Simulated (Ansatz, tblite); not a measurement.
**SnMeH3 (CH6Sn): rung by rung**

The task here is to estimate one member of a computed series from the others.

Program: Ansatz 0.2.0, Gaussian basis. Level of theory: as each input shows. These are calculated values, not measurements.

Plan: GFN1-xTB, GFN2-xTB, PBE-D4/def2-TZVP, r2SCAN-D4/def2-TZVP, ωB97M-V/def2-TZVP, B3LYP-D4/def2-TZVP, r2SCANh-D4/def2-TZVP, ωB97X-V/def2-TZVP, HF/def2-TZVP, revPBE-D4/def2-TZVP, B2PLYP/def2-TZVP, PBE-D4/def2-SVP, PBE0-D4/def2-SVP, PBE0-D4/def2-TZVPD, PBE-D4/def2-TZVPD, r2SCAN-D4/def2-TZVPD, CCSD(T)/def2-TZVPP, MP2/def2-TZVP, RPA/def2-TZVP, CCSD(T)/def2-TZVPD.

1 further run of the same task is left out (set aside as unsound or not needed).

## The geometry

The singlet was relaxed beforehand with PBE-D4/def2-TZVP.

8 atoms, charge 0, spin multiplicity 1.

Bond lengths: Sn1–C2 2.159 Å, Sn1–H6 1.722 Å, Sn1–H7 1.722 Å, Sn1–H8 1.722 Å, C2–H3 1.097 Å, C2–H4 1.097 Å, C2–H5 1.097 Å. Angles: C2–Sn1–H6 110.1°, C2–Sn1–H7 110.1°, C2–Sn1–H8 110.1°, H6–Sn1–H7 108.8°, H6–Sn1–H8 108.8°, H7–Sn1–H8 108.8°, Sn1–C2–H3 109.8°, Sn1–C2–H4 109.8°, Sn1–C2–H5 109.8°, H3–C2–H4 109.2°, H3–C2–H5 109.2°, H4–C2–H5 109.2°.

Sn takes a core potential in the def2 sets. No spin-orbit coupling is included.

PBE0-D4/def2-TZVP was run before; its log isn't repeated, and its numbers join the tables.

The first run:

Tight binding, by tblite at 300 K electronic temperature and without a spin-polarisation term:

```python
tblite.interface.Calculator('GFN1-xTB', numbers, positions, charge=0, uhf=0).singlepoint()
```

Tight binding, by tblite at 300 K electronic temperature and without a spin-polarisation term:

```python
tblite.interface.Calculator('GFN2-xTB', numbers, positions, charge=0, uhf=0).singlepoint()
```

start.molden holds the orbitals of an earlier run on this state, given as this run's starting guess.

File in.yaml:

```yaml
crystal:
  periodic: [false, false, false]
  atoms:
    - {symbol: Sn, position_ang: [-0.001752, 0.003395, -0.996671]}
    - {symbol: C, position_ang: [0.002043, -0.003982, 1.162335]}
    - {symbol: H, position_ang: [-1.028668, 0.031022, 1.535443]}
    - {symbol: H, position_ang: [0.549809, 0.869826, 1.535441]}
    - {symbol: H, position_ang: [0.486999, -0.916576, 1.529463]}
    - {symbol: H, position_ang: [1.614160, -0.027114, -1.591683]}
    - {symbol: H, position_ang: [-0.783099, 1.422056, -1.582375]}
    - {symbol: H, position_ang: [-0.839503, -1.378616, -1.591953]}
basis:
  gaussian: {orbitals: def2-TZVP, initial_orbitals: start.molden}
hamiltonian: {xc: pbe, dispersion: d4}
scf: {omitted_lower_state_checks: [starts]}
output: {forces: true, orbitals: {seedname: orbitals}}
```

Started as:

```sh
ansatz run in.yaml --threads 2 --pin off --events-out ev --progress --plain --max-ram 32768MiB --backend cpu
```

Among the steps run: PBE-D4/def2-TZVP; r2SCAN-D4/def2-TZVP; ωB97M-V/def2-TZVP; B3LYP-D4/def2-TZVP; r2SCANh-D4/def2-TZVP; ωB97X-V/def2-TZVP; HF/def2-TZVP; revPBE-D4/def2-TZVP; B2PLYP/def2-TZVP; PBE-D4/def2-SVP; PBE0-D4/def2-SVP; PBE0-D4/def2-TZVPD; PBE-D4/def2-TZVPD; r2SCAN-D4/def2-TZVPD; CCSD(T)/def2-TZVPP; MP2/def2-TZVP; RPA/def2-TZVP; CCSD(T)/def2-TZVPD.

One of the session's tables, all rows but one given; the rest of the session is left out.

```
               level  HOMO (eV)  LUMO (eV)  gap (eV)
        HF/def2-TZVP     -11.12       2.43     13.55
     PBE-D4/def2-SVP      -7.15      -0.04      7.10
    PBE-D4/def2-TZVP      -7.20      -0.49      6.71
   PBE-D4/def2-TZVPD          ?          ?         ?
 revPBE-D4/def2-TZVP      -7.15      -0.43      6.72
 r2SCAN-D4/def2-TZVP      -7.45       0.01      7.45
r2SCAN-D4/def2-TZVPD      -7.45      -0.06      7.38
r2SCANh-D4/def2-TZVP      -7.88       0.25      8.13
  B3LYP-D4/def2-TZVP      -8.15      -0.04      8.12
    PBE0-D4/def2-SVP      -8.36       0.74      9.09
   PBE0-D4/def2-TZVP      -8.37       0.24      8.61
  PBE0-D4/def2-TZVPD      -8.37      -0.02      8.35
   ωB97X-V/def2-TZVP     -10.69       1.93     12.61
   ωB97M-V/def2-TZVP     -10.55       1.50     12.05
```

**Question.** Estimate the row for PBE-D4/def2-TZVPD.

**Answer.** HOMO (eV): -7.21; LUMO (eV): -0.65; gap (eV): 6.56. In the column «HOMO (eV)» it lies between r2SCAN-D4/def2-TZVPD (-7.45) and PBE-D4/def2-TZVP (-7.20).
